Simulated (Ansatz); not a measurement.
**AsH₂+ (triplet): B3LYP, r2SCAN0, wB97M-V over a scan of the angle H2–As1–H3, cc-pVDZ**

Aim: run AsH₂+ (triplet) with these functionals over a scan of the angle H2–As1–H3, and hold them against the top wave-function level at the same points.

Computed with Ansatz 0.2.0, Gaussian basis. Level: cc-pVDZ, all electrons in the functionals.

Plan: B3LYP, r2SCAN0, wB97M-V, at 67.1°; 87.5°; 107.6°; 119.7°; 122.3°; 139.8°; 161.0°; 180.0°.

6 further runs of the same task are left out: 5 that didn't finish, 1 set aside as unsound or not needed.

### Step 1. The system

The geometry derives from a PBE0/def2-TZVP stationary point (not a proven minimum). One angle is set to the value named; bond lengths are kept. No spin-orbit coupling is included. The filled d shell of As may be among the frozen orbitals whatever the setting's name suggests; the logs give the count.

3 atoms, charge 1, spin multiplicity 3.

Atoms are counted from 1 here; the program's logs count them from 0.

Bond lengths: As1–H2 1.511 Å, As1–H3 1.511 Å. Angles: H2–As1–H3 122.3°.

No dispersion term is added; wB97M-V holds VV10 nonlocal correlation. B3LYP takes the VWN-RPA correlation.

The geometry shown and the zero of energy belong to the point 122.3°. The yardstick, FCI, and other wave-function levels (R restricted, U unrestricted, valence and pair active spaces) come from earlier runs.

### Step 2. B3LYP, 67.1°

Contents of in.yaml:

```yaml
crystal:
  periodic: [false, false, false]
  atoms:
    - {symbol: As, position_ang: [0.000000, -0.033003, 0.000000]}
    - {symbol: H, position_ang: [0.000000, 1.226593, -0.835290]}
    - {symbol: H, position_ang: [0.000000, 1.226593, 0.835290]}
basis:
  gaussian: {orbitals: cc-pVDZ}
total_charge: 1
magnetization: {spin_polarized: true, initial_magnetization: 2}
hamiltonian: {xc: {name: B3LYP}}
```

The run is started by

```bash
> ansatz run in.yaml --threads 1 --pin off --events-out ev --progress --plain --max-ram 2393MiB
```

Further steps of the session: B3LYP, 87.5°; B3LYP, 107.6°; B3LYP, 119.7°; B3LYP, 122.3°; B3LYP, 139.8°; B3LYP, 161.0°; B3LYP, 180.0°; r2SCAN0, 67.1°; r2SCAN0, 87.5°; r2SCAN0, 107.6°; r2SCAN0, 119.7°; r2SCAN0, 122.3°; r2SCAN0, 139.8°; r2SCAN0, 161.0°; r2SCAN0, 180.0°; wB97M-V, 67.1°; wB97M-V, 87.5°; wB97M-V, 107.6°; wB97M-V, 119.7°; wB97M-V, 122.3°; wB97M-V, 139.8°; wB97M-V, 161.0°; wB97M-V, 180.0°.

Q: Predict the results of all the runs planned. Wanted: span of the FCI curve; largest miss, B3LYP; largest miss, r2SCAN0; largest miss, wB97M-V.

**Answer**, as computed:

| quantity | value |
| --- | --- |
| span of the FCI curve | 175.4 kJ/mol |
| largest miss, B3LYP | -12.2 kJ/mol (67.1°) |
| largest miss, r2SCAN0 | -5.1 kJ/mol (180.0°) |
| largest miss, wB97M-V | -3.1 kJ/mol (67.1°) |

In words: Of the functionals, wB97M-V keep the smallest largest miss at the points compared (at most 3.1 kJ/mol) and B3LYP strays most (12.2 kJ/mol, at 67.1°). Functionals and the yardstick converge differently with the basis, so part of each miss in cc-pVDZ is the basis.
